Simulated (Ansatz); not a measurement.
# TaF3 (Pm-3m) in Ansatz: convergence with wavefunction cutoff

Aim: find how far wavefunction cutoff must go before the results for TaF3 settle, at PBE. This setting moves, with any that are tied to it; all else stays.

Everything below comes from runs of Ansatz 0.2.0. Logs are shortened: lines on timing, memory, paths and dates and some standing lists are left out, and cuts for length are marked.

## (1) The crystal as given

It takes space group Pm-3m (No. 221, cubic). The conventional cell has a = 3.901 Å, b = 3.901 Å, c = 3.901 Å, α = 90.00°, β = 90.00°, γ = 90.00°. Ta (site symmetry m-3m) is surrounded by 6 F at 1.95 Å. Around F (site symmetry 4/mmm) lie 2 Ta at 1.95 Å.

## (2) With wavefunction cutoff 200 eV

Contents of input.yaml:

```yaml
crystal:
  lattice:
    - [3.9012, 0.0, 0.0]
    - [0.0, 3.9012, 0.0]
    - [0.0, 0.0, 3.9012]
  atoms:
    - { symbol: Ta, position: [0.0, 0.0, 0.0] }
    - { symbol: F, position: [0.0, 0.0, 0.5] }
    - { symbol: F, position: [0.0, 0.5, 0.0] }
    - { symbol: F, position: [0.5, 0.0, 0.0] }
hamiltonian:
  xc: pbe
  pseudopotentials: { kind: paw }
kpoints:
  mp_grid: { grid: [6, 6, 6] }
scf:
  occupations: { method: gaussian, width: 0.1 }
output:
  forces: true
  stress: true
  eigenvalues: true
basis:
  ecutwfc: "200 eV"
```

Potentials or basis: Ansatz PAW.

On the command line:

```bash
> ansatz run input.yaml --threads 2 --pin off --max-ram 5632MiB --backend cpu --events-out ev --progress --plain --runs-dir out
```

Wall time 0.47 s (2 threads of Arm Neoverse V2, shared host); peak memory 0.26 GiB.

What came out:

- Free energy: -12324.3443 eV
- Pressure: 38.1 GPa
- Band gap on the k mesh: none (metal or under the smearing width)

## (3) With wavefunction cutoff 250 eV

input.yaml, as its differences from that of step 2:

```diff
@@ -22,2 +22,2 @@
 basis:
-  ecutwfc: "200 eV"
+  ecutwfc: "250 eV"
```

Potentials or basis: Ansatz PAW.

On the command line:

```bash
> ansatz run input.yaml --threads 2 --pin off --max-ram 5632MiB --backend cpu --events-out ev --progress --plain --runs-dir out
```

It took 0.52 s on 2 threads of Arm Neoverse V2, shared host; peak memory 0.27 GiB.

What came out:

```
Free energy            : -12349.2891 eV
Pressure               : 24.9 GPa
Band gap on the k mesh : none (metal or under the smearing width)
```

## (4) With wavefunction cutoff 300 eV

input.yaml, as its differences from that of step 3:

```diff
@@ -22,2 +22,2 @@
 basis:
-  ecutwfc: "250 eV"
+  ecutwfc: "300 eV"
```

On the command line:

```bash
> ansatz run input.yaml --threads 2 --pin off --max-ram 5632MiB --backend cpu --events-out ev --progress --plain --runs-dir out
```

Run time: 0.52 s. Hardware: 2 threads of Arm Neoverse V2, shared host; peak memory 0.27 GiB.

Results:

```yaml
Free_energy: -12355.8760 eV
Pressure: 24.6 GPa
Band_gap_on_the_k_mesh: none (metal or under the smearing width)
```

## (5) With wavefunction cutoff 350 eV

input.yaml, as its differences from that of step 4:

```diff
@@ -22,2 +22,2 @@
 basis:
-  ecutwfc: "300 eV"
+  ecutwfc: "350 eV"
```

On the command line:

```bash
> ansatz run input.yaml --threads 2 --pin off --max-ram 5632MiB --backend cpu --events-out ev --progress --plain --runs-dir out
```

Run time: 0.52 s. Hardware: 2 threads of Arm Neoverse V2, shared host; peak memory 0.28 GiB.

What came out:

| Item | Value |
| --- | --- |
| Free energy | -12357.4813 eV |
| Pressure | 25.3 GPa |
| Band gap on the k mesh | none (metal or under the smearing width) |

## (6) With wavefunction cutoff 400 eV

input.yaml, as its differences from that of step 5:

```diff
@@ -22,2 +22,2 @@
 basis:
-  ecutwfc: "350 eV"
+  ecutwfc: "400 eV"
```

Potentials or basis: Ansatz PAW.

On the command line:

```bash
> ansatz run input.yaml --threads 2 --pin off --max-ram 5632MiB --backend cpu --events-out ev --progress --plain --runs-dir out
```

Run time: 0.68 s. Hardware: 2 threads of Arm Neoverse V2, shared host; peak memory 0.29 GiB.

It converged, with:

```
Free energy            : -12357.7815 eV
Pressure               : 25.4 GPa
Band gap on the k mesh : none (metal or under the smearing width)
```

## (7) With wavefunction cutoff 450 eV

input.yaml, as its differences from that of step 6:

```diff
@@ -22,2 +22,2 @@
 basis:
-  ecutwfc: "400 eV"
+  ecutwfc: "450 eV"
```

On the command line:

```bash
> ansatz run input.yaml --threads 2 --pin off --max-ram 5632MiB --backend cpu --events-out ev --progress --plain --runs-dir out
```

It took 0.77 s on 2 threads of Arm Neoverse V2, shared host; peak memory 0.31 GiB.

It converged, with:

```yaml
Free_energy: -12357.8185 eV
Pressure: 25.5 GPa
Band_gap_on_the_k_mesh: none (metal or under the smearing width)
```

## (8) With wavefunction cutoff 500 eV

input.yaml, as its differences from that of step 7:

```diff
@@ -22,2 +22,2 @@
 basis:
-  ecutwfc: "450 eV"
+  ecutwfc: "500 eV"
```

On the command line:

```bash
> ansatz run input.yaml --threads 2 --pin off --max-ram 5632MiB --backend cpu --events-out ev --progress --plain --runs-dir out
```

It took 0.84 s on 2 threads of Arm Neoverse V2, shared host; peak memory 0.31 GiB.

It converged, with:

```yaml
Free_energy: -12357.8203 eV
Pressure: 25.5 GPa
Band_gap_on_the_k_mesh: none (metal or under the smearing width)
```

## (9) With wavefunction cutoff 600 eV

input.yaml, as its differences from that of step 8:

```diff
@@ -22,2 +22,2 @@
 basis:
-  ecutwfc: "500 eV"
+  ecutwfc: "600 eV"
```

Potentials or basis: Ansatz PAW.

On the command line:

```bash
> ansatz run input.yaml --threads 2 --pin off --max-ram 5632MiB --backend cpu --events-out ev --progress --plain --runs-dir out
```

Wall time 0.93 s (2 threads of Arm Neoverse V2, shared host); peak memory 0.34 GiB.

The run converged. Its results:

| Quantity | Value |
| --- | --- |
| Free energy | -12357.8246 eV |
| Pressure | 25.4 GPa |
| Band gap on the k mesh | none (metal or under the smearing width) |

## (10) With wavefunction cutoff 800 eV

input.yaml, as its differences from that of step 9:

```diff
@@ -22,2 +22,2 @@
 basis:
-  ecutwfc: "600 eV"
+  ecutwfc: "800 eV"
```

Potentials or basis: Ansatz PAW.

On the command line:

```bash
> ansatz run input.yaml --threads 2 --pin off --max-ram 5632MiB --backend cpu --events-out ev --progress --plain --runs-dir out
```

The program printed:

```text
Warning: RAYON_NUM_THREADS=2 ignored (pool sized by the plan → 2); use --threads N
Engine: ansatz 0.2.0, aarch64-unknown-linux-gnu
Pseudopotentials: kind: paw
Pseudopotential: Ta, paw, valence charge 13, recommended cutoff 420 eV (normal), Ta.paw.azcp
Pseudopotential: F, paw, valence charge 7, recommended cutoff 420 eV (normal), F.paw.azcp
Functional definition: PBE
  parameter kappa = 0.804
  parameter beta = 0.06672455060314922
  exchange = pbe_x(kappa = kappa, mu = beta*pi^2/3)
  correlation = pbe_c(beta = beta)
Crystal: 4 atoms, lattice volume = 59.374 Å³
Basis set: ecut = 800 eV, 2969 PW (Γ), exchange–correlation on 72×72×72 points (8 copies of the dense FFT grid, shifted against one another)
Bands: 21, of which v1, the nominal top of the filled ones, is band 17 counted from 1 (16 counted from 0)
Symmetry: 48 space group operations
Space group: Pm-3m (ITA 221), of the structure as read, at distance tolerance 3.9e-5 Å
k-points: 20 of 216
Non-local potential: Ta, projectors of the file, l = 0: 3, l = 1: 2, l = 2: 2, l = 3: 1
Non-local potential: F, projectors of the file, l = 0: 2, l = 1: 2, l = 2: 1
PAW form: soft (Blöchl's): semilocal exchange-correlation on the pseudo side does not see the compensation charge
PAW one-centre angular grid: Ta, 590 points (default); XC on 64 Gauss nodes
PAW one-centre angular grid: F, 110 points (default); XC on 64 Gauss nodes
Initial density: superposition of atomic densities (neutral atoms: chi_scale 0, normalization atom), corrected by the library's trained network
Initial wavefunctions: pseudopotential atomic-orbital guess
Functional: x = pbe(κ = 0.804, μ = 0.2195149727645171), c = pbe(β = 0.06672455060314922)
SCF iter   1: F=—  HF=-12357.826267 eV  |F-HF|=—  |Δ(HF+E_count)|=         —  Δρ=2.51e-3  dr2=2.94e-3  ethr=1.77e-3  ⟨swp⟩=5.7  Hψ=1998  notcnv=0
preconditioner: auto → LDOS  [metal: Δε(μ)=0.037 eV  Ē_g=11.170 eV  σ=0.100 eV  W_gap=0.21  n_scr=18 (ndim 8)  ℏωp=21.6 eV  f_vac=0.266  D(μ)=3.21/eV (n_scr^D=26)  β→1.0]
SCF iter   2: F=—  HF=-12357.826811 eV  |F-HF|=—  |Δ(HF+E_count)|=   5.44e-4  Δρ=9.55e-4  dr2=4.75e-4  ethr=8.64e-6  ⟨swp⟩=2.3  Hψ=856  notcnv=0  defer=2
SCF iter   3: F=—  HF=-12357.826766 eV  |F-HF|=—  |Δ(HF+E_count)|=   4.54e-5  Δρ=6.98e-4  dr2=2.04e-4  ethr=1.40e-6  ⟨swp⟩=2.2  Hψ=661  notcnv=0  defer=2
SCF iter   4: F=—  HF=-12357.826718 eV  |F-HF|=—  |Δ(HF+E_count)|=   4.71e-5  Δρ=1.37e-4  dr2=9.16e-6  ethr=6.00e-7  ⟨swp⟩=2.0  Hψ=633  notcnv=0  defer=2
SCF iter   5: F=—  HF=-12357.827513 eV  |F-HF|=—  |Δ(HF+E_count)|=   7.95e-4  Δρ=1.92e-5  dr2=6.69e-8  ethr=2.94e-10  ⟨swp⟩=5.8  Hψ=2464  notcnv=0
SCF iter   6: F=-12357.827513 eV  HF=-12357.827513 eV  |F-HF|=1.52e-9  |Δ(HF+E_count)|=   1.83e-7  Δρ=2.30e-6  dr2=2.08e-9  ethr=1.97e-10  ⟨swp⟩=2.9  Hψ=1640  notcnv=0
SCF 1 converged in 6 iterations: F = -12357.827513 eV  dr2 = 2.08e-9
SCF converged after 6 iterations
Free energy (F): -12357.827513 eV
Harris-Foulkes:  -12357.827513 eV  (|F-HF|=1.52e-9)
Internal energy: -12357.811762 eV  (E = F + TS)
E sigma→0 (E₀):  -12357.819638 eV
Entropy (-TS):   -0.015751 eV (-3.938 meV/atom)
Fermi energy:    10.272352 eV
--- Per-component energies (eV) ---
  E_band       = -371.314328
  E_kinetic    = 998.026511
  E_local      = -3352.189172  (includes V_loc(G=0)·N_el)
  E_nonlocal   = 237.771474
  E_hartree    = 1285.244495
  E_xc         = -457.978587
  E_vxc        = -511.015618  (∫ρ·V_xc dr)
  E_paw        = -9001.263523  (= ΣΔE_a)
  E_vpaw       = -314.394706  (= ΣTr[D̂ρ^β])
  E_aug_tail   = 0.000219  (compensation charges beyond the density's cutoff)
  E_ewald      = -2067.423180
  E_smearing   = -0.015751  (= −TS)
  E_closure    = 0.000000  (closes the sum)
  Σ components = -12357.827513   (vs F -12357.827513, Δ=0.00e0)
--- Forces (eV/Å), atoms counted from 1 ---
  atom   1  Ta    -0.00000000     0.00000000     0.00000000
  atom   2  F      0.00000000    -0.00000000    -0.00000000
  atom   3  F      0.00000000    -0.00000000    -0.00000000
  atom   4  F     -0.00000000    -0.00000000    -0.00000000
  max |Σ_I F_I| component: 2.87e-29 eV/Å
--- Stress (GPa, compression-positive) ---
       25.419686       0.000000       0.000000
        0.000000      25.419686       0.000000
        0.000000      -0.000000      25.419686
  P = ⅓ Tr σ = 25.4197 GPa (254.197 kbar)
--- Band table (eV; the first three rows and the last of 20) ---
  k-point 0: bands = ["-59.9193", "-26.7895", "-26.7895", "-26.7895", "-18.8642", "-18.5650", "-18.5650", "0.0534", "0.0534", "0.0534", "0.9688", "0.9688", "0.9688", "1.0184", "1.0184", "1.0184", "8.9967", "8.9967", "8.9967", "9.7422", "12.8649"]
  k-point 1: bands = ["-59.9189", "-26.8907", "-26.7880", "-26.7880", "-18.7975", "-18.5633", "-18.3281", "-0.4725", "0.0639", "0.0639", "0.6517", "0.8098", "0.8098", "0.9342", "1.0056", "1.0056", "9.0182", "9.3938", "9.3938", "10.1527", "12.8973"]
  k-point 2: bands = ["-59.9182", "-27.0797", "-26.7849", "-26.7849", "-18.7634", "-18.5600", "-17.7356", "-1.7893", "0.1022", "0.1022", "0.3767", "0.4770", "0.4770", "0.8661", "1.0084", "1.0084", "9.0617", "10.1927", "10.1927", "11.1715", "12.9589"]
  k-point 19: bands = ["-59.9149", "-27.1547", "-27.1547", "-27.1547", "-17.4033", "-17.4033", "-17.4033", "-2.4308", "-2.4308", "-2.3853", "-1.1321", "-1.1321", "-1.1321", "1.6250", "1.6250", "1.6250", "12.0054", "12.0054", "12.0054", "13.8936", "17.7222"]
```

Run time: 1.5 s. Hardware: 2 threads of Arm Neoverse V2, shared host; peak memory 0.38 GiB.

What came out:

```
Free energy            : -12357.8275 eV
Pressure               : 25.4 GPa
Band gap on the k mesh : none (metal or under the smearing width)
```

## (11) Result

```tsv
wavefunction cutoff	energy less the tightest run, at zero smearing (meV/atom)	pressure (GPa)	SCF cycles	CPU time (s)	peak memory (GiB)
200 eV	8370.69	38.12	10	0.8	0.26
250 eV	2134.62	24.94	9	0.91	0.27
300 eV	487.90	24.61	7	0.91	0.27
350 eV	86.56	25.34	6	0.92	0.28
400 eV	11.49	25.42	6	1.2	0.29
450 eV	2.26	25.46	6	1.4	0.31
500 eV	1.79	25.46	6	1.5	0.31
600 eV	0.73	25.43	6	1.7	0.34
800 eV	0.00	25.42	6	3	0.38
```

Against the tightest run, the energy stays within 1 meV/atom from 600 eV on; the pressure stays within 0.1 GPa from 350 eV on. The tightest run that finished is the yardstick and may itself not be fully converged.

Caveats: so large a pressure means that the cell lies far from this level's equilibrium, or that cutoff or potentials fall short.
